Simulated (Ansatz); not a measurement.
# GaH4NO2: the cost of one run

Method: RKS PBE/def2-SVP, in Ansatz 0.2.0.

**1. The system as given**

Bond lengths: Ga1–O2 1.790 Å, O2–H3 1.010 Å, Ga1–O4 1.790 Å, O4–H5 1.010 Å, Ga1–N6 1.930 Å, N6–H7 1.060 Å, N6–H8 1.060 Å. Angles: Ga1–O2–H3 109.5°, O2–Ga1–O4 120.0°, O2–Ga1–N6 120.0°, O4–Ga1–N6 120.0°, Ga1–O4–H5 109.5°, Ga1–N6–H7 120.0°, Ga1–N6–H8 120.0°, H7–N6–H8 120.0°.

As a file:

```xyz
8

Ga    0.0000    0.0000    0.0000
O     0.0000    0.0000    1.7900
H    -0.9095   -0.2814    2.1271
O     1.5501    0.0000   -0.8950
H     1.8500   -0.9519   -1.0499
N    -1.6714    0.0000   -0.9650
H    -2.3403   -0.8164   -0.8664
H    -1.9204    0.8164   -1.5936
```

**2. Relaxing the start**

File input.yaml:

```yaml
crystal:
  periodic: [false, false, false]
  atoms:
    - { symbol: Ga, position_ang: [0.0, 0.0, 0.0] }
    - { symbol: O, position_ang: [0.0, 0.0, 1.79] }
    - { symbol: H, position_ang: [-0.9095, -0.2814, 2.1271] }
    - { symbol: O, position_ang: [1.5501, 0.0, -0.895] }
    - { symbol: H, position_ang: [1.85, -0.9519, -1.0499] }
    - { symbol: "N", position_ang: [-1.6714, 0.0, -0.965] }
    - { symbol: H, position_ang: [-2.3403, -0.8164, -0.8664] }
    - { symbol: H, position_ang: [-1.9204, 0.8164, -1.5936] }
basis:
  gaussian: { orbitals: def2-SVP }
hamiltonian:
  xc: pbe
relax:
  f_tol: 0.02
  max_steps: 40
output:
  orbitals: {}
```

The run is started by

```sh
$ ansatz run input.yaml --threads 1 --pin off --max-ram 2048MiB --backend cpu --events-out ev --progress --plain --runs-dir out
```

**Question.** How long does this run take on 1 thread of Arm Neoverse V1, shared host, and how much memory does it need?

About 39 s, with a peak of 0.13 GiB.
